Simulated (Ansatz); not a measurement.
**Br− with HBr: superposition error and deformation, part 1 of 2**

Aim: split the binding of a pair into the counterpoise interaction, the basis-set superposition error and the cost of deforming the fragments.

Computed with Ansatz 0.2.0, Gaussian basis. Level: PBE0-D4 structures, single points in def2-TZVPPD.

Levels: PBE-D4, revPBE-D4, BLYP-D4, r2SCAN-D4, B97M-V, PBE0-D4, B3LYP-D4, HSE06-D4, wB97X-V, wB97M-V, B2PLYP, Hartree-Fock, MP2, CCSD, CCSD(T).

Cores are frozen in the correlated methods. Filled d shells of the heavier atoms are correlated. B3LYP uses VWN-RPA correlation. B2PLYP carries no dispersion term here.

129 further runs of the same task are left out: 129 set aside as unsound or not needed.

## Step 1: The system as given

The relaxed pair: 3 atoms, charge -1, spin multiplicity 1.

Atoms are counted from 1 here; the program's logs count them from 0.

Bond lengths: Br1–H3 1.712 Å, Br2–H3 1.713 Å. Angles: Br1–H3–Br2 180.0°.

As a file:

```xyz
3
charge -1, multiplicity 1
Br   -0.11560    0.13748   -1.70287
Br    0.11560   -0.13749    1.70311
H     0.00000    0.00001   -0.00024
```

Atoms 1 to 1 are fragment A (Br−), the rest fragment B (HBr). From earlier runs, pair energy (eV) and counterpoise interaction (kcal/mol):

| method | E(pair) | interaction |
| --- | --- | --- |
| PBE-D4 | -140091.35789 | -40.68 |
| revPBE-D4 | -140100.48748 | -39.06 |
| BLYP-D4 | -140113.81595 | -37.17 |
| r2SCAN-D4 | -140111.57884 | -41.55 |
| B97M-V | -140087.06838 | -38.15 |
| PBE0-D4 | -140096.15606 | -40.90 |
| B3LYP-D4 | -140114.13617 | -38.10 |
| HSE06-D4 | -140096.39522 | -41.10 |
| wB97X-V | -140099.36919 | -37.80 |
| wB97M-V | -140104.27036 | -37.09 |
| B2PLYP | -140091.43851 | -36.87 |
| Hartree-Fock | -140016.38640 | -30.49 |
| MP2 | -140032.49821 | -38.24 |
| CCSD(T) | -140033.32034 | -34.29 |

First each fragment is run alone in its own basis, frozen in the shape it has in the pair (a, b).

## Step 2: wB97X-V/def2-TZVPPD

Input file a/in.yaml:

```yaml
crystal:
  periodic: [false, false, false]
  atoms:
    - {symbol: Br, position_ang: [-0.115601, 0.137484, -1.702867]}
basis:
  gaussian: {orbitals: "def2-TZVPPD.json"}
total_charge: -1
hamiltonian: {xc: {name: wB97X-V}}
```

Input file b/in.yaml:

```yaml
crystal:
  periodic: [false, false, false]
  atoms:
    - {symbol: Br, position_ang: [0.115605, -0.137490, 1.703107]}
    - {symbol: H, position_ang: [-0.000004, 0.000005, -0.000240]}
basis:
  gaussian: {orbitals: "def2-TZVPPD.json"}
hamiltonian: {xc: {name: wB97X-V}}
```

The basis file named in the input lies beside it (Basis Set Exchange, JSON).

Each run has its own folder and the same command.

Started as:

```
ansatz run in.yaml --threads 2 --pin off --events-out ev --progress --plain --max-ram 5222MiB
```

a printed:

```text
Functional definition: wB97X-V
  name "wB97X-V"
  cite "Mardirossian & Head-Gordon, Phys. Chem. Chem. Phys. 16, 9904 (2014) doi:10.1039/C3CP54374A"
  cite "Becke, J. Chem. Phys. 107, 8554 (1997) doi:10.1063/1.475007"
  cite "Vydrov & Van Voorhis, J. Chem. Phys. 133, 244103 (2010) doi:10.1063/1.3521275"
  parameter omega = 0.3/bohr
  parameter cx = 0.167
  parameter cx1 = 0.603
  parameter cx2 = 1.194
  parameter css0 = 0.556
  parameter css1 = -0.257
  parameter cos0 = 1.219
  parameter cos1 = -1.850
  parameter b = 6.0
  parameter c = 0.01
  exchange = spin_sum(e_x_unif_sr(omega)*poly(b97_u_x, 1 - cx, cx1, cx2)) + cx*exact_x_sr(omega) + exact_x_lr(omega)
  correlation = spin_sum(e_c_pw_same_spin*poly(b97_u_same, css0, css1))
      + integral(e_c_pw_opposite_spin*poly(b97_u_opposite, cos0, cos1)) + vv10(b, c)
456 factors; their error is unknown
77 factors; integrals over basis functions are off by at most 8.1e-5 eV
mean field evaluation 1: about -70041.3798 eV, gradient 2.4e1 eV
mean field evaluation 2: about -70041.6267 eV, gradient 2.0e1 eV
mean field evaluation 4: about -70041.9321 eV, gradient 7.4e-2 eV
mean field evaluation 8: about -70042.1493 eV, gradient 6.1e-4 eV
mean field -70042.14933666 eV, -2574.0015118483 hartree, gradient 2.0e-5 eV, S^2 0.000000; 0 other end points of the search recorded, 0 dependent functions left out
reference -70042.14933519 eV, -2574.0015117944 hartree; 18, 18 occupied and 39, 39 virtual orbitals, 456 factors
Total energy: -70042.14933519 eV, -2574.0015117944 hartree
```

b printed, cut to the lines that bear on the results:

```text
[... 5 set-up lines as earlier in the session ...]
[...]
      + integral(e_c_pw_opposite_spin*poly(b97_u_opposite, cos0, cos1)) + vv10(b, c)
515 factors; their error is unknown
103 factors; integrals over basis functions are off by at most 6.7e-5 eV
[...]
mean field -70055.56786857 eV, -2574.4946338007 hartree, gradient 2.3e-5 eV, S^2 0.000000; 0 other end points of the search recorded, 0 dependent functions left out
reference -70055.56786674 eV, -2574.4946337332 hartree; 18, 18 occupied and 56, 56 virtual orbitals, 515 factors
Total energy: -70055.56786674 eV, -2574.4946337332 hartree
```

Times: 0.55 s (a), 0.8 s (b) on 2 threads of Intel Xeon Platinum 8488C, shared host.

## Step 3: wB97M-V/def2-TZVPPD

Each input of step 2 (a, b) changes in the same lines:

```diff
-hamiltonian: {xc: {name: wB97X-V}}
+hamiltonian: {xc: {name: wB97M-V}}
```

Each run has its own folder and the same command.

Started as:

```
ansatz run in.yaml --threads 2 --pin off --events-out ev --progress --plain --max-ram 5222MiB
```

a printed, cut to the lines that bear on the results:

```text
Functional definition: wB97M-V
  name "wB97M-V"
  cite "Mardirossian & Head-Gordon, J. Chem. Phys. 144, 214110 (2016) doi:10.1063/1.4952647"
[... 2 set-up lines as earlier in the session ...]
  # Of w^i u^j: cxij and so on, Table III.
[...]
  gx(w, u) = 1 - cx + cx01*u + cx10*w
  gss(w, u) = css00 + css04*u^4 + css10*w + css20*w^2 + css43*w^4*u^3
  gos(w, u) = cos00 + cos10*w + (cos20 + cos21*u)*w^2 + (cos60 + cos61*u)*w^6
[...]
      + integral(e_c_pw_mod_opposite_spin*gos(b97_w_opposite, b97_u_opposite)) + vv10(b, c)
449 factors; their error is unknown
77 factors; integrals over basis functions are off by at most 8.1e-5 eV
[...]
mean field -70044.68299040 eV, -2574.0946219059 hartree, gradient 1.9e-5 eV, S^2 0.000000; 0 other end points of the search recorded, 0 dependent functions left out
reference -70044.68302677 eV, -2574.0946232424 hartree; 18, 18 occupied and 39, 39 virtual orbitals, 449 factors
Total energy: -70044.68302677 eV, -2574.0946232424 hartree
```

b printed, cut to the lines that bear on the results:

```text
[... 5 set-up lines as earlier in the session ...]
  # Of w^i u^j: cxij and so on, Table III.
[...]
  gx(w, u) = 1 - cx + cx01*u + cx10*w
  gss(w, u) = css00 + css04*u^4 + css10*w + css20*w^2 + css43*w^4*u^3
  gos(w, u) = cos00 + cos10*w + (cos20 + cos21*u)*w^2 + (cos60 + cos61*u)*w^6
[...]
      + integral(e_c_pw_mod_opposite_spin*gos(b97_w_opposite, b97_u_opposite)) + vv10(b, c)
508 factors; their error is unknown
103 factors; integrals over basis functions are off by at most 6.7e-5 eV
[...]
mean field -70057.96861155 eV, -2574.5828594777 hartree, gradient 2.9e-6 eV, S^2 0.000000; 0 other end points of the search recorded, 0 dependent functions left out
reference -70057.96866255 eV, -2574.5828613520 hartree; 18, 18 occupied and 56, 56 virtual orbitals, 508 factors
Total energy: -70057.96866255 eV, -2574.5828613520 hartree
```

Times: 0.6 s (a), 0.95 s (b) on 2 threads of Intel Xeon Platinum 8488C, shared host.

## Step 4: B2PLYP/def2-TZVPPD

The same edit goes into each in.yaml of step 3 (a, b):

```diff
-hamiltonian: {xc: {name: wB97M-V}}
+hamiltonian: {xc: {name: B2PLYP}}
```

Each run has its own folder and the same command.

Started as:

```
ansatz run in.yaml --threads 2 --pin off --events-out ev --progress --plain --max-ram 5222MiB
```

Log of a, cut to the lines that bear on the results:

```text
Functional definition: B2PLYP
  name "B2PLYP"
  cite "Grimme, J. Chem. Phys. 124, 034108 (2006) doi:10.1063/1.2148954"
  cite "Becke, Phys. Rev. A 38, 3098 (1988) doi:10.1103/PhysRevA.38.3098"
  cite "Lee, Yang & Parr, Phys. Rev. B 37, 785 (1988) doi:10.1103/PhysRevB.37.785"
[...]
358 factors; integrals over basis functions are off by at most 8.4e-5 eV
[...]
mean field -70035.73058119 eV, -2573.7656269355 hartree, gradient 4.0e-6 eV, S^2 0.000000; 0 other end points of the search recorded, 0 dependent functions left out
9 core orbitals not correlated: weight in the atoms' cores, before any rotation towards them, 1.000 or more for the frozen orbitals, at most 0.000 for the correlated occupied ones
reference -70035.73067285 eV, -2573.7656303038 hartree; 9, 9 occupied and 39, 39 virtual orbitals, 358 factors
second order -9.14561220 eV of doubles, -0.00000000 eV of singles
Total energy: -70038.19998814 eV, -2573.8563759670 hartree
```

b printed, cut to the lines that bear on the results:

```text
[... 5 set-up lines as earlier in the session ...]
[...]
449 factors; integrals over basis functions are off by at most 8.3e-4 eV
[...]
mean field -70049.04800763 eV, -2574.2550333305 hartree, gradient 3.1e-6 eV, S^2 0.000000; 0 other end points of the search recorded, 0 dependent functions left out
9 core orbitals not correlated: weight in the atoms' cores, before any rotation towards them, 1.000 or more for the frozen orbitals, at most 0.000 for the correlated occupied ones
reference -70049.04812652 eV, -2574.2550376993 hartree; 9, 9 occupied and 56, 56 virtual orbitals, 449 factors
second order -9.43698580 eV of doubles, -0.00000000 eV of singles
Total energy: -70051.59611268 eV, -2574.3486744639 hartree
```

They took 0.35 s (a), 0.6 s (b) on 2 threads of Intel Xeon Platinum 8488C, shared host.

## Step 5: B97M-V/def2-TZVPPD

The same edit goes into each in.yaml of step 4 (a, b):

```diff
-hamiltonian: {xc: {name: B2PLYP}}
+hamiltonian: {xc: {name: B97M-V}}
```

One command serves all of them, each in its own folder.

Started as:

```
ansatz run in.yaml --threads 2 --pin off --events-out ev --progress --plain --max-ram 5222MiB
```

a printed, cut to the lines that bear on the results:

```text
Functional definition: B97M-V
  name "B97M-V"
  cite "Mardirossian & Head-Gordon, J. Chem. Phys. 142, 074111 (2015) doi:10.1063/1.4907719"
[... 2 set-up lines as earlier in the session ...]
  # Of w^i u^j: cxij and so on, Table III.
[...]
  gx(w, u) = cx00 + cx01*u + cx02*u^2 + (cx10 + cx11*u)*w
  gss(w, u) = css00 + css02*u^2 + css10*w + (css32*w^3 + css42*w^4)*u^2
  gos(w, u) = cos00 + cos01*u + cos03*u^3 + cos10*w + cos32*w^3*u^2
[...]
      + integral(e_c_pw_mod_opposite_spin*gos(b97_w_opposite, b97_u_opposite)) + vv10(b, c)
420 factors; their error is unknown
[...]
mean field -70035.95739003 eV, -2573.7739620068 hartree, gradient 5.6e-6 eV, S^2 0.000000; 0 other end points of the search recorded, 0 dependent functions left out
reference -70035.95743151 eV, -2573.7739635312 hartree; 18, 18 occupied and 39, 39 virtual orbitals, 420 factors
Total energy: -70035.95743151 eV, -2573.7739635312 hartree
```

b printed, cut to the lines that bear on the results:

```text
[... 5 set-up lines as earlier in the session ...]
  # Of w^i u^j: cxij and so on, Table III.
[...]
  gx(w, u) = cx00 + cx01*u + cx02*u^2 + (cx10 + cx11*u)*w
  gss(w, u) = css00 + css02*u^2 + css10*w + (css32*w^3 + css42*w^4)*u^2
  gos(w, u) = cos00 + cos01*u + cos03*u^3 + cos10*w + cos32*w^3*u^2
[...]
      + integral(e_c_pw_mod_opposite_spin*gos(b97_w_opposite, b97_u_opposite)) + vv10(b, c)
479 factors; their error is unknown
[...]
mean field -70049.43567619 eV, -2574.2692798872 hartree, gradient 5.7e-5 eV, S^2 0.000000; 0 other end points of the search recorded, 0 dependent functions left out
reference -70049.43574125 eV, -2574.2692822779 hartree; 18, 18 occupied and 56, 56 virtual orbitals, 479 factors
Total energy: -70049.43574125 eV, -2574.2692822779 hartree
```

Times: 0.55 s (a), 0.9 s (b) on 2 threads of Intel Xeon Platinum 8488C, shared host.

## Step 6: CCSD(T)/def2-TZVPPD

Each input of step 5 (a, b) changes in the same lines:

```diff
-hamiltonian: {xc: {name: B97M-V}}
+correlation: {method: ccsd_t}
```

One command serves all of them, each in its own folder.

Started as:

```
ansatz run in.yaml --threads 2 --pin off --events-out ev --progress --plain --max-ram 5222MiB
```

Output in a, cut to the lines that bear on the results:

```text
Functional definition: HF
  name "HF"
  cite "Fock, Z. Phys. 61, 126 (1930) doi:10.1007/BF01340294"
  parent pbe
[...]
358 factors; integrals over basis functions are off by at most 8.4e-5 eV
[...]
mean field -70000.93691833 eV, -2572.4869834095 hartree, gradient 9.8e-6 eV, S^2 0.000000; 0 other end points of the search recorded, 0 dependent functions left out
9 core orbitals not correlated: weight in the atoms' cores, before any rotation towards them, 1.000 or more for the frozen orbitals, at most 0.000 for the correlated occupied ones
reference -70000.93691833 eV, -2572.4869834095 hartree; 9, 9 occupied and 39, 39 virtual orbitals, 358 factors
second order -7.73929668 eV of doubles, -0.00000000 eV of singles
cycle   1  -7.73084961 eV  change    8.4e-3 eV  update   4.2e-2
[...]
cycle   7  -7.88930165 eV  change    9.3e-6 eV  update   2.1e-5
perturbative correction -0.25284535 eV, -0.0092918951 hartree
Total energy: -70009.07906532 eV, -2572.7862017925 hartree
```

Log of b, cut to the lines that bear on the results:

```text
[... 4 set-up lines as earlier in the session ...]
[...]
449 factors; integrals over basis functions are off by at most 8.3e-4 eV
[...]
mean field -70014.11719856 eV, -2572.9713497738 hartree, gradient 3.0e-6 eV, S^2 0.000000; 0 other end points of the search recorded, 0 dependent functions left out
9 core orbitals not correlated: weight in the atoms' cores, before any rotation towards them, 1.000 or more for the frozen orbitals, at most 0.000 for the correlated occupied ones
reference -70014.11719856 eV, -2572.9713497738 hartree; 9, 9 occupied and 56, 56 virtual orbitals, 449 factors
second order -7.92735743 eV of doubles, -0.00000000 eV of singles
cycle   1  -8.02342288 eV  change   -9.6e-2 eV  update   5.2e-2
[...]
cycle   8  -8.25063476 eV  change   -1.5e-5 eV  update   9.6e-6
perturbative correction -0.26648883 eV, -0.0097932838 hartree
Total energy: -70022.63432215 eV, -2573.2843482928 hartree
```

Wall times: 0.4 s (a), 0.6 s (b) on 2 threads of Intel Xeon Platinum 8488C, shared host.

## Step 7: Relaxing HBr alone

Input file relax-b/in.yaml:

```yaml
crystal:
  periodic: [false, false, false]
  atoms:
    - {symbol: Br, position_ang: [0.115605, -0.137490, 1.703107]}
    - {symbol: H, position_ang: [-0.000004, 0.000005, -0.000240]}
basis:
  gaussian: {orbitals: def2-TZVP}
hamiltonian: {xc: pbe0, dispersion: d4}
relax: {f_tol: 0.005, max_steps: 200}
```

Started as:

```
ansatz run in.yaml --threads 2 --pin off --events-out ev --progress --plain --max-ram 5222MiB
```

Output, cut to the lines that bear on the results:

```text
Functional definition: PBE0
  name "PBE0"
  cite "Adamo & Barone, J. Chem. Phys. 110, 6158 (1999) doi:10.1063/1.478522"
  cite "Perdew, Burke & Ernzerhof, Phys. Rev. Lett. 77, 3865 (1996) doi:10.1103/PhysRevLett.77.3865"
[... 1 set-up line as earlier in the session ...]
[...]
457 factors; their error is unknown
[...]
mean field -70053.86558551 eV, -2574.4320760520 hartree, gradient 2.9e-5 eV, S^2 0.000000; 0 other end points of the search recorded, 0 dependent functions left out
[...]
reference -70053.86560274 eV, -2574.4320766851 hartree; 18, 18 occupied and 36, 36 virtual orbitals, 457 factors
relax step   1: F+E_penalty+E_count = -70053.87121302 eV  Δ(F+E_penalty+E_count) = +0.000e0 eV  max|allowed force component| = 3.803e0 eV/Å  Δτ_max = 0.0000 Å  (24 SCF iters, accepted)
[...]
relax step   5: F+E_penalty+E_count = -70054.57830099 eV  Δ(F+E_penalty+E_count) = -1.390e-6 eV  max|allowed force component| = 5.026e-3 eV/Å  Δτ_max = 0.0003 Å  (29 SCF iters, accepted)
[...]
relax step   6: F+E_penalty+E_count = -70054.57830148 eV  Δ(F+E_penalty+E_count) = -4.901e-7 eV  max|allowed force component| = 8.022e-7 eV/Å  Δτ_max = 0.0001 Å  (29 SCF iters, accepted)
457 factors; their error is unknown
[...]
mean field -70054.57278216 eV, -2574.4580650494 hartree, gradient 9.1e-6 eV, S^2 0.000000; 1 other end points of the search recorded, 0 dependent functions left out
[...]
reference -70054.57279943 eV, -2574.4580656843 hartree; 18, 18 occupied and 36, 36 virtual orbitals, 457 factors
Total energy: -70054.57831875 eV, -2574.4582685156 hartree
Atom 0 at     0.105742    -0.125760     1.557790 Å, force     0.000000    -0.000000     0.000001 eV/Å
Atom 1 at     0.009859    -0.011725     0.145077 Å, force    -0.000000     0.000000    -0.000001 eV/Å
Dipole moment:    -0.013387     0.015922    -0.197245 e Å
```

Run time: 1.9 s. Hardware: 2 threads of Intel Xeon Platinum 8488C, shared host.

Relaxation path:

| step | energy from step 1 (eV) | largest force component (eV/Å) |
| --- | --- | --- |
| 1 | 0.0000 | 3.8033 |
| 2 | -0.5597 | 3.2592 |
| 3 | -0.7064 | 0.1922 |
| 4 | -0.7071 | 0.0098 |
| 5 | -0.7071 | 0.0050 |
| 6 | -0.7071 | 0.0000 |

The bond:

| bond | before (Å) | after (Å) | change (Å) |
| --- | --- | --- | --- |
| Br1–H2 | 1.713 | 1.421 | -0.292 |

## Step 8: PBE-D4/def2-TZVPPD

Input file free-b/in.yaml:

```yaml
crystal:
  periodic: [false, false, false]
  atoms:
    - {symbol: Br, position_ang: [0.105742, -0.125760, 1.557790]}
    - {symbol: H, position_ang: [0.009859, -0.011725, 0.145077]}
basis:
  gaussian: {orbitals: "def2-TZVPPD.json"}
hamiltonian: {xc: pbe, dispersion: d4}
```

Started as:

```
ansatz run in.yaml --threads 2 --pin off --events-out ev --progress --plain --max-ram 5222MiB
```

Output:

```text
Functional definition: PBE
  name "PBE"
[... 2 set-up lines as earlier in the session ...]
  parameter kappa = 0.804
  parameter beta = 0.06672455060314922
  exchange = pbe_x(kappa = kappa, mu = beta*pi^2/3)
  correlation = pbe_c(beta = beta)
479 factors; their error is unknown
mean field evaluation 1: about -70051.9711 eV, gradient 1.0e1 eV
mean field evaluation 2: about -70052.0525 eV, gradient 6.6e0 eV
mean field evaluation 4: about -70052.1680 eV, gradient 2.1e-1 eV
mean field evaluation 8: about -70052.1626 eV, gradient 1.7e-1 eV
mean field -70052.16261400 eV, -2574.3694930032 hartree, gradient 2.8e-5 eV, S^2 0.000000; 0 other end points of the search recorded, 0 dependent functions left out
reference -70052.16265742 eV, -2574.3694945988 hartree; 18, 18 occupied and 56, 56 virtual orbitals, 479 factors
Total energy: -70052.16944248 eV, -2574.3697439453 hartree
```

Run time: 0.3 s. Hardware: 2 threads of Intel Xeon Platinum 8488C, shared host.

## Step 9: r2SCAN-D4/def2-TZVPPD

Changes to free-b/in.yaml since step 8:

```diff
@@ -7,2 +7,2 @@
   gaussian: {orbitals: "def2-TZVPPD.json"}
-hamiltonian: {xc: pbe, dispersion: d4}
+hamiltonian: {xc: r2scan, dispersion: d4}
```

Started as:

```
ansatz run in.yaml --threads 2 --pin off --events-out ev --progress --plain --max-ram 5222MiB
```

Output:

```text
Functional definition: r2SCAN
  name "r2SCAN"
  cite "Furness, Kaplan, Ning, Perdew & Sun, J. Phys. Chem. Lett. 11, 8208 (2020) doi:10.1021/acs.jpclett.0c02405"
  cite "Furness, Kaplan, Ning, Perdew & Sun, J. Phys. Chem. Lett. 11, 9248 (2020) doi:10.1021/acs.jpclett.0c03077"
  parent r2scan
  parameter k0 = 0.174
  parameter k1 = 0.065
  parameter a1 = 4.9479
  exchange = r2scan_x(k0 = k0, k1 = k1, a1 = a1)
  correlation = r2scan_c
479 factors; their error is unknown
mean field evaluation 1: about -70062.1715 eV, gradient 7.7e0 eV
mean field evaluation 2: about -70062.2485 eV, gradient 4.8e0 eV
mean field evaluation 4: about -70062.3083 eV, gradient 6.8e-2 eV
mean field evaluation 8: about -70062.3009 eV, gradient 5.4e-2 eV
mean field -70062.30092620 eV, -2574.7420691046 hartree, gradient 1.5e-5 eV, S^2 0.000000; 0 other end points of the search recorded, 0 dependent functions left out
reference -70062.30093767 eV, -2574.7420695260 hartree; 18, 18 occupied and 56, 56 virtual orbitals, 479 factors
Total energy: -70062.30239676 eV, -2574.7421231468 hartree
```

It took 0.55 s on 2 threads of Intel Xeon Platinum 8488C, shared host.

## Step 10: PBE0-D4/def2-TZVPPD

Changes to free-b/in.yaml since step 9:

```diff
@@ -7,2 +7,3 @@
   gaussian: {orbitals: "def2-TZVPPD.json"}
-hamiltonian: {xc: r2scan, dispersion: d4}
+hamiltonian: {xc: pbe0, dispersion: d4}
+output: {orbitals: {seedname: orbitals}}
```

Started as:

```
ansatz run in.yaml --threads 2 --pin off --events-out ev --progress --plain --max-ram 5222MiB
```

Output, cut to the lines that bear on the results:

```text
[... 5 set-up lines as earlier in the session ...]
  parameter a = 0.25
[... 2 set-up lines as earlier in the session ...]
  exchange = (1 - a)*pbe_x(kappa = kappa, mu = beta*pi^2/3) + a*exact_x
[... 1 set-up line as earlier in the session ...]
531 factors; their error is unknown
mean field evaluation 1: about -70054.1916 eV, gradient 6.6e0 eV
mean field evaluation 2: about -70054.2579 eV, gradient 3.6e0 eV
mean field evaluation 4: about -70054.2940 eV, gradient 8.0e-2 eV
mean field evaluation 8: about -70054.6161 eV, gradient 2.4e-2 eV
mean field -70054.61607769 eV, -2574.4596561307 hartree, gradient 6.9e-5 eV, S^2 0.000000; 0 other end points of the search recorded, 0 dependent functions left out
reference -70054.61610637 eV, -2574.4596571848 hartree; 18, 18 occupied and 56, 56 virtual orbitals, 531 factors
Total energy: -70054.62162569 eV, -2574.4598600160 hartree
```

Run time: 0.35 s. Hardware: 2 threads of Intel Xeon Platinum 8488C, shared host.

## Step 11: B3LYP-D4/def2-TZVPPD

Changes to free-b/in.yaml since step 10:

```diff
@@ -7,3 +7,2 @@
   gaussian: {orbitals: "def2-TZVPPD.json"}
-hamiltonian: {xc: pbe0, dispersion: d4}
-output: {orbitals: {seedname: orbitals}}
+hamiltonian: {xc: {name: B3LYP}, dispersion: d4}
```

Started as:

```
ansatz run in.yaml --threads 2 --pin off --events-out ev --progress --plain --max-ram 5222MiB
```

Output:

```text
Functional definition: B3LYP
  name "B3LYP"
  cite "Stephens, Devlin, Chabalowski & Frisch, J. Phys. Chem. 98, 11623 (1994) doi:10.1021/j100096a001"
[... 2 set-up lines as earlier in the session ...]
  cite "Vosko, Wilk & Nusair, Can. J. Phys. 58, 1200 (1980) doi:10.1139/p80-159"
  parameter a0 = 0.2
  parameter ax = 0.72
  parameter ac = 0.81
  exchange = (1 - a0 - ax)*slater_x + ax*b88_x + a0*exact_x
  correlation = (1 - ac)*vwn_rpa_c + ac*lyp_c
515 factors; their error is unknown
mean field evaluation 1: about -70063.2393 eV, gradient 7.6e0 eV
mean field evaluation 2: about -70063.3107 eV, gradient 4.3e0 eV
mean field evaluation 4: about -70063.3638 eV, gradient 1.0e-1 eV
mean field evaluation 8: about -70063.6197 eV, gradient 3.4e-1 eV
mean field -70063.61974233 eV, -2574.7905347033 hartree, gradient 6.3e-6 eV, S^2 0.000000; 0 other end points of the search recorded, 0 dependent functions left out
reference -70063.61993092 eV, -2574.7905416341 hartree; 18, 18 occupied and 56, 56 virtual orbitals, 515 factors
Total energy: -70063.63106434 eV, -2574.7909507797 hartree
```

Wall time 0.4 s (2 threads of Intel Xeon Platinum 8488C, shared host).

(Continued in part 2 of 2.)
